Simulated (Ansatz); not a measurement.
The system is AgRh.

```
Ag Rh
1.0
     2.77759    0.00000    0.00000
    -1.38879    2.40546    0.00000
     0.00000    0.00000    4.80860
Ag Rh
1 1
Direct
  0.00000 0.00000 0.50000
  0.66667 0.33333 0.00000
```

The cell comes from a database or a generator and needn't be the stable form of this composition.

* Program: Ansatz 0.2.0
* Task: relaxation of cell and atoms
* Functional: PBE0
* Potentials or basis: Ansatz PAW
* Cutoff: 420 eV (not typed: the program's choice for these potentials)
* k mesh: 6 × 6 × 3
* Occupations: fermi-dirac, width 0.05 eV
* Spin: no spin polarisation

At the start: volume 16.06 Å³/atom.

Q: How do energy, volume and symmetry change on relaxing?

A: It ends after 4 steps and the volume is 15.39 Å³/atom (-4.2 %); space group P-6m2 (No. 187, to 0.05 Å).

The path:
```
step  energy change (eV)  largest force (eV/Å)  volume (Å³)
   1              0.0000                0.0000        32.13
   2             -0.0329                0.0000        30.91
   3             -0.0335                0.0000        30.79
   4             -0.0321                0.0000        30.79
```

Final structure:
```
Ag Rh
1.0
     2.72845    0.00000    0.00000
    -1.36423    2.36291    0.00000
     0.00000    0.00000    4.77503
Ag Rh
1 1
Direct
  0.00000 0.00000 0.50000
  0.66667 0.33333 0.00000
```

Caveat: the k mesh is coarse (spacing up to 0.44 Å⁻¹), so the values aren't converged, least of all with exact exchange; the plane-wave basis is chosen anew once the cell has moved, so the energies of steps on either side of that aren't comparable; the PAW data sets come from PBE, with cores solved anew for the run's functional, which leaves a small shift of forces and pressure.
